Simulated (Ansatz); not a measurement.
# RbAl2: the cost of one run

Computed with Ansatz 0.2.0 (DFT PBE, scalar-relativistic, plane waves, PAW, unless a step's input says otherwise).

## Step 1: The system as given

Symmetry: Fd-3m, No. 227, cubic system. The conventional cell has a = 8.178 Å, b = 8.178 Å, c = 8.178 Å, α = 90.00°, β = 90.00°, γ = 90.00°. Rb (site symmetry -43m) has 12 Al at 3.39 Å and 4 Rb at 3.54 Å in its first shell of neighbours. Around Al (site symmetry -3m) lie 6 Al at 2.89 Å and 6 Rb at 3.39 Å.

Coordinates:

```cif
data_structure
_symmetry_space_group_name_H-M 'P 1'
_symmetry_Int_Tables_number 1
_cell_length_a 5.7829
_cell_length_b 5.7829
_cell_length_c 5.7829
_cell_angle_alpha 60.000
_cell_angle_beta 60.000
_cell_angle_gamma 60.000
_cell_volume 136.75
loop_
_atom_site_label
_atom_site_type_symbol
_atom_site_fract_x
_atom_site_fract_y
_atom_site_fract_z
_atom_site_occupancy
Rb1 Rb 0.50000 0.50000 0.50000 1
Rb2 Rb 0.75000 0.75000 0.75000 1
Al1 Al 0.12500 0.12500 0.12500 1
Al2 Al 0.62500 0.12500 0.12500 1
Al3 Al 0.12500 0.12500 0.62500 1
Al4 Al 0.12500 0.62500 0.12500 1
```

A structure generator made this guess: species swapped into a database cell of PrPt2 (Fd-3m, No. 227), with Rb on the Pr sites and Al on the Pt sites. Lengths come from tabulated atomic sizes and are only a guess.

## Step 2: Probe: one point on a coarse mesh

Input file input.yaml:

```yaml
crystal:
  lattice:
    - [0.0, 4.08911655, 4.08911655]
    - [4.08911655, 0.0, 4.08911655]
    - [4.08911655, 4.08911655, 0.0]
  atoms:
    - { symbol: Rb, position: [0.5, 0.5, 0.5] }
    - { symbol: Rb, position: [0.75, 0.75, 0.75] }
    - { symbol: Al, position: [0.125, 0.125, 0.125] }
    - { symbol: Al, position: [0.625, 0.125, 0.125] }
    - { symbol: Al, position: [0.125, 0.125, 0.625] }
    - { symbol: Al, position: [0.125, 0.625, 0.125] }
basis:
  ecutwfc: 420
kpoints:
  mp_grid: { grid: [4, 4, 4] }
hamiltonian:
  xc: pbe
scf:
  occupations: { method: gaussian, width: 0.1 }
  lower_state_search: "off"
output:
  forces: true
  stress: true
  eigenvalues: true
```

Launch:

```bash
ansatz run input.yaml --threads 1 --pin off --max-ram 2560MiB --backend cpu --events-out ev --progress --plain --runs-dir out
```

What time and memory should one allow on 1 thread of Intel Xeon 6975P-C (Granite Rapids), shared host?

About 1.5 s, with a peak of 0.4 GiB.
